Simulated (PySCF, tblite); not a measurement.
**C4H6F3O radical: geometry, infrared bands and EPR parameters**

Wanted: the infrared bands and EPR parameters of C4H6F3O radical (`C[C](F)OCC(F)F`), by calculation.

The runs use tblite 0.8.0 and PySCF 2.14.0, with density-fitted response routines of our own; the level of theory stands in each step. All values are computed, except where a source is named. Atoms are numbered from 0 throughout.

**1. Starting geometry**

14 atoms, charge 0, multiplicity 2; geometry from: force field or distance geometry start.

Bonds of the start (Å): C0–C1 1.53, C1–F2 1.38, C1–O3 1.40, O3–C4 1.38, C4–C5 1.52, C5–F6 1.39, C5–F7 1.37, C0–H8 1.12, C0–H9 1.09, C0–H10 1.12, C4–H11 1.12, C4–H12 1.10, C5–H13 1.10.

**2. Optimising the geometry with GFN2-xTB**

The job: settings as JSON, then the geometry in Å.

```
{"job": {"kind": "relax", "xc": "GFN2-xTB", "basis": "xTB"}, "charge": 0, "multiplicity": 2}
C      2.119600     0.158700     0.795900
C      0.831900    -0.369900     0.157800
F      1.117600    -1.125100    -0.965300
O      0.142600     0.775900    -0.254300
C     -1.039600     0.465700    -0.897000
C     -1.851700    -0.314300     0.129200
F     -1.128600    -1.449600     0.485400
F     -3.017600    -0.677600    -0.500500
H      2.401000    -0.518700     1.644800
H      2.934800     0.235700     0.072500
H      1.958800     1.188300     1.194700
H     -1.542000     1.443600    -1.097100
H     -0.920000    -0.087400    -1.837100
H     -2.007500     0.274400     1.048900
```

Command:

```bash
> OMP_NUM_THREADS=1 python probes_run.py task.json out
```

One launch serves the whole session: the jobs run in the order shown.

**Question.** This job is followed by: GFN2-xTB harmonic vibrations, gas phase; UKS B3LYP, pcH-1 on C F H O, non-relativistic, mean-field spin-orbit, GIAO. What will the session give for the following? strongest single infrared mode (GFN2-xTB); zero-point energy (GFN2-xTB); g(iso) (B3LYP); ⟨S²⟩; largest a(iso) (averaged by class); surface potential, 1st and 99th percentile.

**Answer**, as computed:

| quantity | value |
| --- | --- |
| strongest single infrared mode (GFN2-xTB) | 1285 cm⁻¹, 169 km/mol |
| zero-point energy (GFN2-xTB) | 60.6 kcal/mol |
| g(iso) (B3LYP) | 2.00341 |
| ⟨S²⟩ | 0.753 (exact 0.75) |
| largest a(iso) (averaged by class) | 13C on C1, 322.4 MHz |
| surface potential, 1st and 99th percentile | -0.86 V and 1.20 V |

What this shows: Over 71 steps the energy fell by 0.699 eV; of the close pairs, C0–C1 changed most, 1.531 to 1.482 Å. No mode is imaginary among the 36: a minimum at this level. The strongest single mode, at 1285 cm⁻¹, has its largest shares on C1, H13 and O3 (the list is cut at 3 atoms). Unscaled tight-binding wavenumbers are off by several per cent, some by more. Its intensities can rank the bands wrongly. Most of the unpaired spin sits on C1 (0.83 e). The isotropic g lies 1.1 ppt above the free-electron value.
